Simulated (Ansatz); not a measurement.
# GaF (quintet): wave-function methods side by side, cc-pVDZ

An exercise on one series of results from a longer session: the logs are not shown, and one member is left open.

Method: cc-pVDZ, core rule «outside noble gas», up to 15 orbitals frozen; program: Ansatz 0.2.0, Gaussian basis.

The runs, in order: UHF; CCSD(T) on ROHF; CCSD(T) on UHF; BCCD(T) on ROHF; CISD; CCSDT(Q) on ROHF; CCSDT(Q) on UHF.

28 further runs of the same task are left out: 12 for a known fault of the program, 6 that didn't finish, 10 set aside as unsound or not needed.

### The geometry

The geometry is a PBE0/def2-TZVP stationary point (not a proven minimum) of the parent state, kept for this charge and spin. No spin-orbit coupling is included. The filled d shell of Ga may be among the frozen orbitals whatever the setting's name suggests; the logs give the count.

2 atoms, charge 0, spin multiplicity 5.

Atoms are counted from 1 here; the program's logs count them from 0.

Bond lengths: F1–Ga2 1.764 Å.

The first run:

File in.yaml:

```yaml
crystal:
  periodic: [false, false, false]
  atoms:
    - {symbol: F, position_ang: [0.000000, 0.000000, 0.000000]}
    - {symbol: Ga, position_ang: [0.000000, 0.000000, 1.763700]}
basis:
  gaussian: {orbitals: cc-pVDZ}
magnetization: {spin_polarized: true, initial_magnetization: 4}
hamiltonian: {xc: hf}
output: {orbitals: {seedname: orbitals}}
```

Run with:

```bash
ansatz run in.yaml --threads 1 --pin off --events-out ev --progress --plain --max-ram 2393MiB
```

Steps of the session up to this table: UHF; CCSD(T) on ROHF; CCSD(T) on UHF; BCCD(T) on ROHF; CISD; CCSDT(Q) on ROHF; CCSDT(Q) on UHF.

One table of the session follows, with a row left open; its other results are not shown here.

It belongs to the step «Misses and costs». 

| method | from RCCSDT(Q) (kcal/mol) |
| --- | --- |
| ROHF | +109.27 |
| UHF | +106.03 |
| RMP2 | +10.53 |
| UMP2 | +9.90 |
| RCCSD | ? |
| UCCSD | +0.57 |
| RCCSD(T) | +0.20 |
| UCCSD(T) | -0.49 |
| BCCD(T) | +0.19 |
| RCCSDT | +0.06 |
| UCCSDT | -0.63 |
| RCCSDT(Q) | 0 |
| UCCSDT(Q) | -0.69 |

Estimate the missing values for RCCSD.

**Answer.** from RCCSDT(Q) (kcal/mol): +1.27. In the column «from RCCSDT(Q) (kcal/mol)» it lies between UCCSD (+0.57) and UMP2 (+9.90).

Not comparable, so not listed: CISD (they don't share determinant, frozen orbitals or solution with the rows shown, or repeat one).

To keep in mind: Restricted and unrestricted rows rest on different reference determinants; where their highest levels disagree by more than a few hundredths of an eV, they describe different states and don't form one ladder.
